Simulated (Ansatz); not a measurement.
**C2H5CdCl: a ladder of functionals and wavefunction methods**

One table from this session's results is given with a row withheld; the runs are named, their logs left out.

The runs use Ansatz 0.2.0, Gaussian basis; functionals in def2-TZVPP, the program's frozen cores in correlated methods.

Levels to be run: LDA (SPW92), PBE-D4, revPBE-D4, BLYP-D4, r2SCAN-D4, B97M-V, PBE0-D4, B3LYP-D4, r2SCANh-D4, r2SCAN0-D4, HSE06-D4, BHLYP-D4, CAM-B3LYP-D4, LC-ωPBE, ωB97X-V, ωB97M-V, B2PLYP, PBE-QIDH; CCSD(T)/def2-SVP; CCSD(T)/def2-TZVPP; MP2/def2-QZVPP; extrapolation to the limit; RPA on PBE.

## The geometry

An earlier PBE0-D4 in a triple-zeta def2 set relaxation fixed the geometry. Cd takes the def2 core potential; no spin-orbit term is included.

SMILES `C[CH2][Cd][Cl]`, 9 atoms, charge 0, spin multiplicity 1.

Atoms are counted from 1 here; the program's logs count them from 0.

Bond lengths: C1–C2 1.522 Å, C1–H5 1.092 Å, C1–H6 1.096 Å, C1–H7 1.092 Å, C2–Cd3 2.112 Å, C2–H8 1.093 Å, C2–H9 1.093 Å, Cd3–Cl4 2.298 Å. Angles: C2–C1–H5 112.2°, C2–C1–H6 110.9°, C2–C1–H7 112.2°, H5–C1–H6 107.0°, H5–C1–H7 107.3°, H6–C1–H7 107.0°, C1–C2–Cd3 114.8°, C1–C2–H8 111.1°, C1–C2–H9 111.1°, Cd3–C2–H8 106.3°, Cd3–C2–H9 106.3°, H8–C2–H9 106.8°, C2–Cd3–Cl4 179.9°.

Set-up of the first run:

The input, in.yaml:

```yaml
crystal:
  periodic: [false, false, false]
  atoms:
    - {symbol: C, position_ang: [-0.677986, 0.960896, 0.314563]}
    - {symbol: C, position_ang: [0.335920, -0.142436, 0.583068]}
    - {symbol: Cd, position_ang: [0.761317, -1.377831, -1.075945]}
    - {symbol: Cl, position_ang: [1.224928, -2.723487, -2.879832]}
    - {symbol: H, position_ang: [-1.646972, 0.563754, 0.003813]}
    - {symbol: H, position_ang: [-0.850473, 1.559783, 1.215657]}
    - {symbol: H, position_ang: [-0.343392, 1.647102, -0.466710]}
    - {symbol: H, position_ang: [1.292443, 0.272996, 0.908928]}
    - {symbol: H, position_ang: [-0.007386, -0.806978, 1.379458]}
basis:
  gaussian: {orbitals: def2-TZVPP}
hamiltonian: {xc: lda}
output: {orbitals: {seedname: orbitals}}
```

On the command line:

```
$ ansatz run in.yaml --threads 4 --pin off --events-out ev --progress --plain --max-ram 10444MiB
```

Steps of the session up to this table: LDA; PBE-D4 (GGA); revPBE-D4 (GGA); BLYP-D4 (GGA); r2SCAN-D4 (meta-GGA); B97M-V (meta-GGA); B3LYP-D4 (hybrid); r2SCANh-D4 (hybrid); r2SCAN0-D4 (hybrid); HSE06-D4 (hybrid); BHLYP-D4 (hybrid); CAM-B3LYP-D4 (range-separated); LC-ωPBE (range-separated); ωB97X-V (range-separated); ωB97M-V (range-separated); B2PLYP (double hybrid); PBE-QIDH (double hybrid).

One table of the session follows, with a row left open; its other results are not shown here.

It belongs to the step «Orbital energies across the functionals». 

| functional | HOMO (eV) | gap (eV) |
| --- | --- | --- |
| LDA (SPW92) | -6.87 | 5.00 |
| PBE-D4 | ? | ? |
| revPBE-D4 | -6.57 | 5.04 |
| BLYP-D4 | -6.53 | 4.92 |
| r2SCAN-D4 | -6.84 | 5.48 |
| B97M-V | -6.81 | 5.23 |
| PBE0-D4 | -7.69 | 6.87 |
| B3LYP-D4 | -7.52 | 6.40 |
| r2SCANh-D4 | -7.24 | 6.16 |
| r2SCAN0-D4 | -7.83 | 7.18 |
| HSE06-D4 | -7.30 | 6.12 |
| BHLYP-D4 | -8.64 | 8.54 |
| CAM-B3LYP-D4 | -8.98 | 9.01 |
| LC-ωPBE | -10.25 | 11.51 |
| ωB97X-V | -9.91 | 10.97 |
| ωB97M-V | -9.79 | 10.57 |

Estimate the missing values for PBE-D4.

As computed: HOMO (eV): -6.65; gap (eV): 5.01. In the column «HOMO (eV)» it lies between B97M-V (-6.81) and revPBE-D4 (-6.57).
